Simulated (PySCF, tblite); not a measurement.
# C₄H₈N₂SSi: geometry, infrared bands and NMR shifts

Aim: predict the infrared bands and NMR shifts of C₄H₈N₂SSi (`C=CC[Si@](N)(S)C#N`).

The runs use tblite 0.8.0 and PySCF 2.14.0, with density-fitted response routines of our own; the level of theory stands in each step. All values are computed, except where a source is named. Atoms are numbered from 0 throughout.

## (1) The starting structure

16 atoms, charge 0, multiplicity 1; geometry from: force field or distance geometry start.

Bonds of the start (Å): C0–C1 1.34, C1–C2 1.49, C2–Si3 1.89, Si3–N4 1.78, Si3–S5 2.17, Si3–C6 1.80, C6–N7 1.14, C0–H8 1.10, C0–H9 1.09, C1–H10 1.09, C2–H11 1.10, C2–H12 1.10, N4–H13 1.04, N4–H14 1.06, S5–H15 1.42.

## (2) Optimising the geometry with GFN2-xTB

What the job is given:

```
{"job": {"kind": "relax", "xc": "GFN2-xTB", "basis": "xTB"}, "charge": 0, "multiplicity": 1}
C      2.420100    -0.855900    -0.115100
C      1.525800     0.146300    -0.052600
C      0.249800     0.088500    -0.823900
Si    -1.087200     0.181400     0.505600
N     -0.959300     1.802200     1.241100
S     -0.522800    -1.371100     1.910000
C     -2.729600    -0.214200    -0.107400
N     -3.775100    -0.456500    -0.483200
H      2.235800    -1.742600    -0.741900
H      3.323800    -0.758500     0.483100
H      1.702000     1.015900     0.574500
H      0.135900     0.993200    -1.447000
H      0.151300    -0.841700    -1.399700
H     -1.535900     1.921000     2.095000
H     -1.216400     2.496300     0.482900
H      0.074100    -2.395300     1.134800
```

Launch:

```
> OMP_NUM_THREADS=1 python probes_run.py task.json out
```

This one command runs all jobs of the session in turn.

**Question.** This job is followed by: GFN2-xTB harmonic vibrations, gas phase; GIAO PBE0/pcSseg-1 NMR shielding, non-relativistic, gas phase. Predict these results of the whole session: strongest single infrared mode (GFN2-xTB); zero-point energy (GFN2-xTB); ¹³C shifts against TMS (PBE0/pcSseg-1); ¹H shifts against TMS (PBE0/pcSseg-1, means over atoms taken as alike); ²⁹Si shifts against TMS (PBE0/pcSseg-1); ¹⁵N shifts against NH3 (PBE0/pcSseg-1); ³³S shifts against CS2 (PBE0/pcSseg-1).

As calculated:

| quantity | value |
| --- | --- |
| strongest single infrared mode (GFN2-xTB) | 820 cm⁻¹, 192 km/mol |
| zero-point energy (GFN2-xTB) | 70.6 kcal/mol |
| ¹³C shifts against TMS (PBE0/pcSseg-1) | 141.5, 125.7, 124.1, 29.8 ppm |
| ¹H shifts against TMS (PBE0/pcSseg-1, means over atoms taken as alike) | 6.11, 5.51, 5.31, 2.17, 1.75, 1.63, 0.98 ppm |
| ²⁹Si shifts against TMS (PBE0/pcSseg-1) | -25.3 ppm |
| ¹⁵N shifts against NH3 (PBE0/pcSseg-1) | 356.2, 35.2 ppm |
| ³³S shifts against CS2 (PBE0/pcSseg-1) | -224 ppm |

What this shows: Over 123 steps the energy fell by 0.629 eV; of the close pairs, S5–H15 changed most, 1.416 to 1.327 Å. No mode is imaginary among the 42: a minimum at this level. The strongest single mode, at 820 cm⁻¹, is spread over several atoms, H14, H13, Si3, C2 among them. Unscaled tight-binding wavenumbers are off by several per cent, some by more. Its intensities can rank the bands wrongly. C1 (alkene CH) lies farthest downfield among carbon, at 141.5 ppm; as expected for a trigonal carbon in a double bond. The most deshielded hydrogen is H10 (hydrogen on an alkene CH), at 6.11 ppm: olefinic region. At PBE0/pcSseg-1: Shielding is most anisotropic at N7 (span 566 ppm, paramagnetic term -426 ppm).
